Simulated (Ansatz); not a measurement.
This script makes a scan of the energy under strain of Mo, space group P6/mmm with Ansatz 0.2.0, Python API.

`mo.py`:
```python
'''Energy of Mo under tetragonal strain, ions carried with the cell.'''

import logging
import sys
import warnings

import ansatz as az
import numpy as np
from tabulate import tabulate

logging.basicConfig(stream=sys.stdout, format='[%(levelname)s] %(message)s')
log = logging.getLogger('mo')
log.setLevel(logging.INFO)

vectors0 = np.array([
    [2.73551, 0.0, 0.0],
    [-1.36776, 2.36902, 0.0],
    [0.0, 0.0, 2.55518],
])
sites = [
    ('Mo', (0.0, 0.0, 0.5)),
]


def make_crystal(cell):
    crystal = az.Crystal(lattice=az.Lattice.of(cell))
    for symbol, position in sites:
        crystal = crystal.atom(symbol, position)
    return crystal


def main() -> None:
    warnings.simplefilter('ignore', az.DeckWarning)

    # clamped ions: the fractional positions stay as typed
    values = np.linspace(-0.01, 0.01, 5)
    energies = []
    for d in values:
        strain = np.diag([d, d, (1 + d) ** -2 - 1])
        cell = vectors0 @ (np.eye(3) + strain)
        calc = (
            make_crystal(cell).calculation()
            .occupations('fermi_dirac', width=0.1)  # fractional filling near the Fermi level
            .functional('r2scan')
            .scf(tolerance=1e-09)
            .basis(520)
            .kpoints(14, 14, 13)
        )
        data = calc.run(threads=1).report
        energies.append(data['free_energy_ev'] / len(sites))
        log.info(f'd = {d:+.4f}  F = {energies[-1]:.5f} eV/atom')
    energies = np.array(energies)

    print(tabulate(zip(values, 1000 * (energies - energies.min())), headers=['strain', 'dE (meV/atom)'], floatfmt='.3f'))
    curvature = 2 * np.polyfit(values, energies, 3)[1]
    volume = abs(np.linalg.det(vectors0)) / len(sites)
    log.info(f'd2E/dd2 over the volume: {curvature / volume * 160.21766:.1f} GPa')


if __name__ == '__main__':
    main()
```

How much energy does this tetragonal strain cost, and what curvature follows?

Against the unstrained cell the energy per atom changes by +22.19 meV at one end of the scan and +1.64 meV at the other, and its second derivative over the volume is 2300.6 GPa.

What the script printed:

`python mo.py` gives:
```text
[INFO] d = -0.0100  F = -4966.65873 eV/atom
[INFO] d = -0.0050  F = -4966.67288 eV/atom
[INFO] d = +0.0000  F = -4966.68091 eV/atom
[INFO] d = +0.0050  F = -4966.68290 eV/atom
[INFO] d = +0.0100  F = -4966.67927 eV/atom
  strain    dE (meV/atom)
--------  ---------------
  -0.010           24.175
  -0.005           10.026
   0.000            1.988
   0.005            0.000
   0.010            3.631
[INFO] d2E/dd2 over the volume: 2300.6 GPa
```

Reading the output:
- Total energies depend on the potentials; only differences at equal settings carry meaning.
- Spin is left out of this run.
- The curvature belongs to this strain pattern and to the cell's stress; it equals a single elastic constant only for simple patterns.
- In a metal a curvature from energy changes of a few meV or less hangs on mesh and smearing, in size and even in sign.
- This isn't the structure that Mo takes at ambient conditions.
- The ions keep their fractional positions (clamped ions).
- It ran for 20 s on 1 thread of Arm Neoverse V1, on a shared host, peak memory 0.4 GiB.
